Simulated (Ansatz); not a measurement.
# GeNH₄ (quartet): the correlation ladder at distance Ge1–H5 along a hydrogen transfer = 1.829 Å, cc-pVDZ

Aim: climb from Hartree-Fock through coupled cluster and multireference methods for GeNH₄ (quartet) at one geometry and basis, and see what each rung misses.

Method: cc-pVDZ, core rule «outside noble gas», up to 15 orbitals frozen; program: Ansatz 0.2.0, Gaussian basis.

To be run: UHF; CCSD(T) on ROHF; CCSD(T) on UHF; BCCD(T) on ROHF; CISD; CCSDT(Q) on ROHF; CCSDT(Q) on UHF; CASSCF and MRCISD+Q, 5 electrons in 5 orbitals; CASSCF and NEVPT2, 5 electrons in 5 orbitals.

10 further runs of the same task are left out: 1 for a mislabelled method, 7 that didn't finish, 2 set aside as unsound or not needed.

### 1 What is computed

The geometry derives from fragments relaxed apart (PBE0/def2-TZVP) and kept rigid, so it is no stationary point. A hydrogen atom is moved between rigid fragments. No spin-orbit coupling is included. The filled d shell of Ge may be among the frozen orbitals whatever the setting's name suggests; the logs give the count.

6 atoms, charge 0, spin multiplicity 4.

Atoms are counted from 1 here; the program's logs count them from 0.

Bond lengths: Ge1–H2 1.534 Å, Ge1–H3 1.534 Å, Ge1–H4 1.534 Å, Ge1–H5 1.829 Å. Angles: H2–Ge1–H3 109.5°, H2–Ge1–H4 109.5°, H2–Ge1–H5 109.5°, H3–Ge1–H4 109.5°, H3–Ge1–H5 109.5°, H4–Ge1–H5 109.5°.

### 2 UHF

Input file in.yaml:

```yaml
crystal:
  periodic: [false, false, false]
  atoms:
    - {symbol: Ge, position_ang: [-0.507296, 0.000000, 0.000000]}
    - {symbol: H, position_ang: [-1.018746, 1.446599, 0.000000]}
    - {symbol: H, position_ang: [-1.018746, -0.723300, 1.252792]}
    - {symbol: H, position_ang: [-1.018746, -0.723299, -1.252792]}
    - {symbol: H, position_ang: [1.321704, 0.000000, 0.000000]}
    - {symbol: N, position_ang: [2.755704, 0.000000, 0.000000]}
basis:
  gaussian: {orbitals: cc-pVDZ}
magnetization: {spin_polarized: true, initial_magnetization: 3}
hamiltonian: {xc: hf}
output: {orbitals: {seedname: orbitals}}
```

Command:

```console
$ ansatz run in.yaml --threads 1 --pin off --events-out ev --progress --plain --max-ram 2393MiB
```

Further steps of the session: CCSD(T) on ROHF; CCSD(T) on UHF; BCCD(T) on ROHF; CISD; CCSDT(Q) on ROHF; CCSDT(Q) on UHF; CASSCF and MRCISD+Q, 5 electrons in 5 orbitals; CASSCF and NEVPT2, 5 electrons in 5 orbitals.

Q: Predict the results of all the runs planned. Wanted: UCCSDT(Q) below the RHF energy; RMP2 from UCCSDT(Q); UMP2 from UCCSDT(Q); RCCSD from UCCSDT(Q); RCCSD(T) from UCCSDT(Q); UCCSD(T) from UCCSDT(Q); RCCSDT(Q) from UCCSDT(Q); NEVPT2 pair from UCCSDT(Q); MRCISD+Q pair from UCCSDT(Q).

**Answer**, as computed:

| quantity | value |
| --- | --- |
| UCCSDT(Q) below the RHF energy | -7.1156 eV |
| RMP2 from UCCSDT(Q) | +147.8 kJ/mol |
| UMP2 from UCCSDT(Q) | +142.7 kJ/mol |
| RCCSD from UCCSDT(Q) | +16.7 kJ/mol |
| RCCSD(T) from UCCSDT(Q) | +3.8 kJ/mol |
| UCCSD(T) from UCCSDT(Q) | +3.5 kJ/mol |
| RCCSDT(Q) from UCCSDT(Q) | +0.3 kJ/mol |
| NEVPT2 pair from UCCSDT(Q) | +130.0 kJ/mol |
| MRCISD+Q pair from UCCSDT(Q) | +4.2 kJ/mol |
| levels within 1 kcal/mol (43 meV) | RCCSD(T), UCCSD(T), BCCD(T), RCCSDT, UCCSDT, RCCSDT(Q) |
| T1 diagnostic | 0.035 |

**Reading.** RCCSD(T) misses by +3.8 kJ/mol, 0.5 % of the correlation energy. Of the multireference levels listed MRCISD+Q pair comes nearest in total energy (+4.2 kJ/mol), which doesn't show that its space is the better one. These misses are within one basis, not against nature; the frozen cores of restricted and unrestricted runs differ, which can shift their rows.
